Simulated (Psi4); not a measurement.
# CCSD(T)/cc-pVDZ run of Si2NH6F (SMILES F[SiH2]N[SiH3])

Aim: the energy change on altering one bond length of Si2NH6F at CCSD(T)/cc-pVDZ, from 2 runs. 

The results are computed with Psi4 1.11.

1 further run of the same task is left out (set aside as unsound or not needed).

### Step 1. The molecule

The species is Si2NH6F (10 atoms), meant as a singlet with charge 0. SMILES: `F[SiH2]N[SiH3]`. The shape is that of a PBE0-D4/def2-TZVP optimisation. This is one conformer, not always the lowest.

Bond lengths: F1–Si2 1.602 Å, Si2–N3 1.706 Å, N3–Si4 1.733 Å, Si2–H5 1.480 Å, Si2–H6 1.478 Å, N3–H7 1.011 Å, Si4–H8 1.487 Å, Si4–H9 1.487 Å, Si4–H10 1.483 Å. Some angles: F1–Si2–N3 112.6°, Si2–N3–Si4 128.2°, F1–Si2–H5 106.0°, F1–Si2–H6 106.5°, N3–Si2–H5 109.3°, N3–Si2–H6 108.9°, Si2–N3–H7 115.6°, Si4–N3–H7 115.9°, N3–Si4–H8 110.9°, N3–Si4–H9 112.0°.

### Step 2. A single-point energy at CCSD(T)/cc-pVDZ

input.inp

```
memory 1600 MB

molecule system {
  0 1
  F     -2.95080734     1.87895469    -3.35747641
  Si    -0.70864730     2.46004547    -1.40954672
  N      0.97283101    -0.17914604    -0.63475901
  Si     0.36811865    -2.33589046     1.75498865
  H      0.97736635     4.28438707    -2.69607226
  H     -1.90881236     3.47596223     0.89932066
  H      2.38918074    -0.63532592    -1.83303434
  H      2.62955390    -2.68737952     3.38563332
  H     -0.35205598    -4.85621820     0.74077264
  H     -1.74686283    -1.29124986     3.26979311
  units au
  symmetry c1
  no_reorient
  no_com
}

set {
  basis           cc-pVDZ
  puream          true
  e_convergence   1e-09
  d_convergence   1e-08
  scf_type        pk
  num_frozen_docc 12
}

E, wfn = energy('ccsd(t)', return_wfn=True)
```

Started as:

```bash
$ psi4 -n 1 input.inp input.out
```

input.out:

```text
[...]
  Running in c1 symmetry.
[...]
  Nuclear repulsion =  227.547223855533190
[...]
  Multiplicity = 1
[...]
  Nalpha       = 25
  Nbeta        = 25
[...]
    Number of basis functions: 94
[...]
   @RHF iter   1:  -735.23684564151824   -7.59761e-01   5.02654e-03 DIIS/ADIIS
[...]
   @RHF iter  11:  -735.34944855099297   -1.13687e-12   2.43209e-09 DIIS
[...]
    Orbital Energies [Eh]
    ---------------------
    Doubly Occupied:
       1A    -68.841122     2A    -68.804524     3A    -26.275795
       4A    -15.552351     5A     -6.182984     6A     -6.150911
       7A     -4.290937     8A     -4.289424     9A     -4.288754
      10A     -4.257756    11A     -4.257118    12A     -4.256653
      13A     -1.577849    14A     -1.151008    15A     -0.770093
      16A     -0.735176    17A     -0.666241    18A     -0.653941
      19A     -0.650095    20A     -0.590074    21A     -0.527155
      22A     -0.507910    23A     -0.487331    24A     -0.473678
      25A     -0.417320
[...]
  @RHF Final Energy:  -735.34944855099297
   => Energetics <=
    Nuclear Repulsion Energy =            227.5472238555331899
    One-Electron Energy =               -1472.4809429260001252
    Two-Electron Energy =                 509.5842705194738187
    Total Energy =                       -735.3494485509929746
[...]
 Multipole Moments:
 ------------------------------------------------------------------------------------
     Multipole            Electronic (a.u.)      Nuclear  (a.u.)        Total (a.u.)
 ------------------------------------------------------------------------------------
 L = 1.  Multiply by 2.5417464519 to convert [e a0] to [Debye]
 Dipole X            :         23.2676957          -22.5264803            0.7412154
 Dipole Y            :        -15.7758047           15.6849159           -0.0908888
 Dipole Z            :         26.2688778          -26.0580006            0.2108772
 Magnitude           :                                                    0.7759705
[...]
      * MP2 total energy                      = -735.907237100313296
[...]
      * CCSD total energy                     = -735.954324453812319
[...]
      * CCSD(T) total energy                  = -735.967046219647614
[...]
```

Wall time 30 s (1 thread of AMD EPYC 9R45 (Zen 5), shared host); peak memory 0.71 GiB.

### Step 3. The distorted shape at the same level

job.dat

```
memory 1.6 GB

molecule {
  0 1
  F     -0.218453     0.330936    -2.738625
  Si     0.968047     0.638436    -1.707825
  N      1.857847    -0.758164    -1.297825
  Si     1.537847    -1.899464    -0.033225
  H      1.860247     1.603836    -2.388625
  H      0.332947     1.176036    -0.486025
  H      2.607347    -0.999564    -1.931925
  H      2.734547    -2.085464     0.829675
  H      1.156747    -3.233164    -0.569925
  H     -0.924400    -0.683300     1.730300
  symmetry c1
}

set globals {
  basis           cc-pVDZ
  puream          true
  e_convergence   1e-09
  d_convergence   1e-08
  scf_type        pk
  num_frozen_docc 12
}

e_tot, wfn = energy('ccsd(t)', return_wfn=True)
```

Started as:

```bash
$ psi4 -n 1 job.dat job.out
```

job.out:

```text
[...]
  Running in c1 symmetry.
[...]
  Nuclear repulsion =  223.339165847144812
[...]
  Multiplicity = 1
[...]
  Nalpha       = 25
  Nbeta        = 25
[...]
    Number of basis functions: 94
[...]
   @RHF iter   1:  -735.03614190214728   -8.48980e-01   4.98836e-03 ADIIS/DIIS
[...]
   @RHF iter  11:  -735.15023664255591   -1.43245e-11   9.22405e-09 DIIS
[...]
    Orbital Energies [Eh]
    ---------------------
    Doubly Occupied:
       1A    -68.887911     2A    -68.850135     3A    -26.282460
       4A    -15.581781     5A     -6.226272     6A     -6.192311
       7A     -4.332797     8A     -4.332025     9A     -4.331168
      10A     -4.300247    11A     -4.298771    12A     -4.297896
      13A     -1.584248    14A     -1.178943    15A     -0.783023
      16A     -0.744171    17A     -0.682290    18A     -0.660332
      19A     -0.658228    20A     -0.609231    21A     -0.550369
      22A     -0.534021    23A     -0.483968    24A     -0.446553
      25A     -0.295544
[...]
  @RHF Final Energy:  -735.15023664255591
   => Energetics <=
    Nuclear Repulsion Energy =            223.3391658471448125
    One-Electron Energy =               -1462.7294115877164131
    Two-Electron Energy =                 504.2400090980156619
    Total Energy =                       -735.1502366425559103
[...]
 Multipole Moments:
 ------------------------------------------------------------------------------------
     Multipole            Electronic (a.u.)      Nuclear  (a.u.)        Total (a.u.)
 ------------------------------------------------------------------------------------
 L = 1.  Multiply by 2.5417464519 to convert [e a0] to [Debye]
 Dipole X            :         -0.8162145            2.5763757            1.7601612
 Dipole Y            :          1.6007089           -2.1148405           -0.5141315
 Dipole Z            :         -6.5473286            5.9606176           -0.5867110
 Magnitude           :                                                    1.9252866
[...]
      * MP2 total energy                      = -735.731179644541498
[...]
      * CCSD total energy                     = -735.806078033550307
[...]
      * CCSD(T) total energy                  = -735.828834089309339
[...]
```

Wall time 33 s (1 thread of AMD EPYC 9R45 (Zen 5), shared host); peak memory 0.72 GiB.

### Step 4. Results

At CCSD(T)/cc-pVDZ, 12 core orbitals frozen:

```
                                                           quantity          value
                                          first shape: total energy  -735.96705 Eh
                   first shape: HOMO energy (Hartree–Fock orbitals)      -11.36 eV
                   first shape: LUMO energy (Hartree–Fock orbitals)        3.81 eV
                 first shape: HOMO–LUMO gap (Hartree–Fock orbitals)       15.16 eV
          first shape: correlation energy (12 core orbitals frozen)     -617.6 mEh
                                        first shape: (T) correction     -12.72 mEh
                                         first shape: T1 diagnostic          0.012
                                      distorted shape: total energy  -735.82883 Eh
               distorted shape: HOMO energy (Hartree–Fock orbitals)       -8.04 eV
               distorted shape: LUMO energy (Hartree–Fock orbitals)       -0.83 eV
             distorted shape: HOMO–LUMO gap (Hartree–Fock orbitals)        7.21 eV
      distorted shape: correlation energy (12 core orbitals frozen)     -678.6 mEh
                                    distorted shape: (T) correction     -22.76 mEh
                                     distorted shape: T1 diagnostic          0.035
energy change with the Si4–H10 bond stretched from 1.483 to 3.264 Å       3.761 eV
```

One bond (distorted shape) is far stretched, which a spin-restricted single reference describes badly; perturbation theory on it can break down and give far too much correlation. With the Si4–H10 bond stretched from 1.483 to 3.264 Å the energy rises by 3.76 eV (87 kcal/mol). The first shape isn't relaxed at this level, so the change isn't measured from a minimum. A restricted reference can't describe the breaking bond well at this length. The triples (first shape) make up 2.1 % of the correlation energy. The T1 diagnostic (distorted shape) of 0.035 is above the customary mark for such species, so a single reference may not serve. The triples (distorted shape) make up 3.4 % of the correlation energy.
